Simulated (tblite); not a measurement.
# F4H2O2Si: the cost of one run

Programs: tblite 0.8.0 and PySCF 2.14.0. All values are calculated, for the isolated system unless a continuum is named. Atoms count from 0, parts from 1.

### Step 1. Starting point

9 atoms, charge 0, multiplicity 1; geometry: rigid parts in contact. Parts: 1 = atoms 0–4, `F[Si](F)(F)F`, charge 0; 2 = atoms 5–8, `OO`, charge 0.

### Step 2. Search for minima with GFN2-xTB

What the job is given:

```
{"job": {"kind": "dock", "xc": "GFN2-xTB", "basis": "xTB"}, "charge": 0, "multiplicity": 1, "parts": [{"atoms": "0-4", "charge": 0, "multiplicity": 1}, {"atoms": "5-8", "charge": 0, "multiplicity": 1}]}
F      0.265774    -1.526596    -0.225524
Si     0.000012    -0.000013    -0.000019
F      0.452239     0.801207    -1.267127
F     -1.528689     0.232761     0.246885
F      0.810664     0.492641     1.245785
O     -3.255297    -1.787528    -2.746309
O     -2.742865    -1.112557    -1.605805
H     -2.616029    -1.545407    -3.428439
H     -3.381217    -1.355237    -0.923096
```

With the program's defaults for keys left out, this is: GFN2-xTB search for minima from random contacts, gas phase.

Started as:

```
$ OMP_NUM_THREADS=1 python cluster_run.py task.json out
```

One launch serves the whole session: the jobs run in the order shown.

Q: Estimate the wall time of this first job on 1 thread of Intel Xeon Platinum 8259CL at 2.50GHz, shared host.

About 13 s.
